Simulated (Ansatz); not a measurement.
# GeH5NOSi: rigid scan of one bond length

How does the energy of GeH5NOSi change as one bond is stretched? A script is to give a rigid scan of one bond length; the system is GeH5NOSi.

Computed with the Python package of Ansatz 0.2.0. Level of theory: B3LYP/def2-SVP.

### 1 Starting point

Bond lengths: N1–Ge2 1.806 Å, Ge2–O3 1.795 Å, Ge2–Si4 2.282 Å, O3–Si4 1.658 Å, N1–H5 1.054 Å, N1–H6 1.108 Å, Ge2–H7 1.579 Å, Si4–H8 1.500 Å, Si4–H9 1.462 Å. Angles (14 of 16 angles, heavy atoms first): N1–Ge2–O3 106.9°, N1–Ge2–Si4 115.6°, O3–Ge2–Si4 46.1°, Ge2–O3–Si4 82.6°, Ge2–Si4–O3 51.3°, N1–Ge2–H7 118.1°, O3–Ge2–H7 108.0°, Si4–Ge2–H7 125.6°, Ge2–N1–H5 111.0°, Ge2–N1–H6 108.1°, Ge2–Si4–H8 113.8°, Ge2–Si4–H9 118.9°, O3–Si4–H8 108.1°, O3–Si4–H9 117.6°.

The script holds or builds the structure itself.

### 2 The code

The input, run_scan.py:

```python
"""Potential curve of GeH5NOSi along one bond."""

import ansatz as az
import matplotlib.pyplot as plt
import numpy as np


def main() -> None:
    geometry_ang = [
        ("N", (-0.9042, 1.1262, -1.0329)),
        ("Ge", (0.3917, 0.5845, 0.1019)),
        ("O", (0.8267, -1.094, -0.364)),
        ("Si", (0.067, -1.4585, 1.0643)),
        ("H", (-0.5755, 1.0787, -2.0332)),
        ("H", (-1.0818, 2.2068, -0.862)),
        ("H", (1.7213, 1.4326, 0.17)),
        ("H", (-1.2622, -2.0743, 0.7426)),
        ("H", (0.9055, -1.8484, 2.1962)),
    ]
    mol = az.Crystal.molecule()
    for symbol, xyz in geometry_ang:
        mol = mol.atom(symbol, xyz)

    symbols = [site.symbol for site in mol.cartesian_sites]
    start = np.array([site.position_ang for site in mol.cartesian_sites])
    axis = (start[5] - start[0]) / np.linalg.norm(start[5] - start[0])
    moving = [5]
    lengths, energies = [0.975, 1.02, 1.064, 1.108, 1.153, 1.197, 1.241, 1.308], []
    for length in lengths:
        xyz = start.copy()
        xyz[moving] += (length - np.linalg.norm(start[5] - start[0])) * axis
        point = az.Crystal.molecule()
        for symbol, xyz in zip(symbols, xyz):
            point = point.atom(symbol, xyz.tolist())
        calculation = (
            point.calculation()
            .basis(gaussian="def2-SVP")
            .functional("b3lyp")
        )
        r = calculation.run().report
        energies.append(r["free_energy_ev"])
        print(f"r = {length:6.3f} A  E = {energies[-1]:.5f} eV  <S^2> = {abs(r['mean_field']['state']['spin_squared']):.3f}")

    # quartic fit about the minimum
    fit = np.polynomial.Polynomial.fit(lengths, np.array(energies) - min(energies), 4).convert()
    roots = [r.real for r in fit.deriv().roots() if abs(r.imag) < 1e-9 and fit.deriv(2)(r.real) > 0]
    r_e = min(roots, key=lambda r: abs(r - lengths[int(np.argmin(energies))]))
    print(f"minimum of the fit at {r_e:.4f} A, force constant {fit.deriv(2)(r_e):.2f} eV/A^2")
    plt.figure(figsize=(4.5, 3))
    plt.plot(lengths, np.array(energies) - min(energies), "o-")
    plt.xlabel("bond length (A)")
    plt.ylabel("E - E(min) (eV)")
    plt.tight_layout()
    plt.savefig("scan.png", dpi=100)


if __name__ == "__main__":
    main()
```

### 3 Launch

On the command line:

```console
$ python run_scan.py
```

Q: Predict the main results. Wanted: range of energy; lowest point, distance.

**Answer**, as computed:

```
                        quantity     value
bond length at the fit's minimum  1.0248 Å
                   runs compared         8
                 range of energy  0.981 eV
      lowest point, distance (Å)      1.02
```

In words: The curve has its lowest point inside the range, at 1.02. The ends stand 0.0575 and 0.981 eV above it. The distance scanned is the script's pair 0, 5. Reading the output:
- Total energies depend on the basis set; only differences at equal settings carry meaning.
- The rest of the molecule is held rigid at a force-field or estimated start geometry, and the basis set is modest; single-reference methods fail as a bond breaks.
- b3lyp holds the VWN-RPA fit, as in Gaussian; the form of ORCA and Turbomole is b3lyp5.
